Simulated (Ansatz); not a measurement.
**C3HBr (SMILES BrC1=C=C1): single points off equilibrium**

A test off equilibrium: a structure displaced at random from a GFN2-xTB minimum is computed at several levels, and each is set against CCSD(T).

The runs use Ansatz 0.2.0, Gaussian basis; single points in def2-TZVPP.

Correlated methods freeze the cores. Filled d shells of the heavier atoms are correlated.

### 1 The starting structure

SMILES `BrC1=C=C1`, 5 atoms, charge 0, spin multiplicity 1.

Atoms are counted from 1 here; the program's logs count them from 0.

Bond lengths: Br1–C2 1.914 Å, C2–C3 1.293 Å, C2–C4 1.395 Å, C3–C4 1.549 Å, C4–H5 1.085 Å. Angles: Br1–C2–C3 152.0°, Br1–C2–C4 137.6°, C3–C2–C4 70.3°, C2–C3–C4 58.0°, C2–C4–C3 51.8°, C2–C4–H5 149.7°, C3–C4–H5 158.5°.

As a file:

```
Br   -2.1122    0.1027    0.8351
C    -0.4568    0.3471   -0.0932
C     0.2577    0.8748   -1.0324
C     0.8274   -0.1980   -0.0705
H     1.5476   -0.8808    0.3670
```

### 2 CCSD(T)/def2-TZVPP

Input file run/in.yaml:

```yaml
crystal:
  periodic: [false, false, false]
  atoms:
    - {symbol: Br, position_ang: [-2.112200, 0.102700, 0.835100]}
    - {symbol: C, position_ang: [-0.456800, 0.347100, -0.093200]}
    - {symbol: C, position_ang: [0.257700, 0.874800, -1.032400]}
    - {symbol: C, position_ang: [0.827400, -0.198000, -0.070500]}
    - {symbol: H, position_ang: [1.547600, -0.880800, 0.367000]}
basis:
  gaussian: {orbitals: def2-TZVPP}
correlation: {method: ccsd_t}
output: {forces: true}
```

No record of the launch command was kept for these runs.

### 3 PBE0-D4/def2-TZVPP

run/in.yaml: that of step 2 with these lines changed.

```diff
@@ -10,3 +10,3 @@
   gaussian: {orbitals: def2-TZVPP}
-correlation: {method: ccsd_t}
-output: {forces: true}
+hamiltonian: {xc: pbe0, dispersion: d4}
+output: {forces: true, orbitals: {seedname: orbitals}}
```

### 4 wB97M-V/def2-TZVPP

run/in.yaml: that of step 3 with these lines changed.

```diff
@@ -10,3 +10,3 @@
   gaussian: {orbitals: def2-TZVPP}
-hamiltonian: {xc: pbe0, dispersion: d4}
-output: {forces: true, orbitals: {seedname: orbitals}}
+hamiltonian: {xc: {name: wB97M-V}}
+output: {forces: true}
```

### 5 r2SCAN-D4/def2-TZVPP

run/in.yaml: that of step 4 with these lines changed.

```diff
@@ -10,3 +10,3 @@
   gaussian: {orbitals: def2-TZVPP}
-hamiltonian: {xc: {name: wB97M-V}}
+hamiltonian: {xc: r2scan, dispersion: d4}
 output: {forces: true}
```

### 6 PBE-D4/def2-TZVPP

run/in.yaml: that of step 5 with these lines changed.

```diff
@@ -10,3 +10,3 @@
   gaussian: {orbitals: def2-TZVPP}
-hamiltonian: {xc: r2scan, dispersion: d4}
+hamiltonian: {xc: pbe, dispersion: d4}
 output: {forces: true}
```

### 7 r2SCANh-D4/def2-TZVPP

run/in.yaml: that of step 6 with these lines changed.

```diff
@@ -10,3 +10,3 @@
   gaussian: {orbitals: def2-TZVPP}
-hamiltonian: {xc: pbe, dispersion: d4}
+hamiltonian: {xc: {name: r2SCANh}, dispersion: d4}
 output: {forces: true}
```

### 8 BHLYP-D4/def2-TZVPP

run/in.yaml: that of step 7 with these lines changed.

```diff
@@ -10,3 +10,3 @@
   gaussian: {orbitals: def2-TZVPP}
-hamiltonian: {xc: {name: r2SCANh}, dispersion: d4}
+hamiltonian: {xc: {name: BHLYP}, dispersion: d4}
 output: {forces: true}
```

(Steps that only read results are left out.)

Before running it: what results should come out? Wanted: energy less free atoms, CCSD(T)/def2-TZVPP; RMS force component; RMS force error; HOMO and LUMO, PBE0-D4; T1 diagnostic.

The runs gave:

| quantity | value |
| --- | --- |
| energy less free atoms, CCSD(T)/def2-TZVPP | -19.457 eV |
| RMS force component | 2.600 to 2.711 eV/Å over the methods |
| RMS force error | PBE0-D4 0.407, wB97M-V 0.422, r2SCAN-D4 0.334, PBE-D4 0.191, r2SCANh-D4 0.410, BHLYP-D4 0.718 eV/Å |
| HOMO and LUMO, PBE0-D4 | -6.95 and -2.24 eV |
| T1 diagnostic | 0.012 |

Against CCSD(T) the functionals' energies less atoms differ by -2.096 to +0.399 eV, PBE-D4 by -2.096 eV. The reference is not at the basis limit: in triple zeta CCSD(T) underbinds, which counts against methods that bind more; the gaps are no ranking. For forces PBE-D4 does best and BHLYP-D4 worst. Frozen-core CCSD(T) forces in triple zeta carry basis errors of their own, and this is one geometry, so small gaps rank nothing.
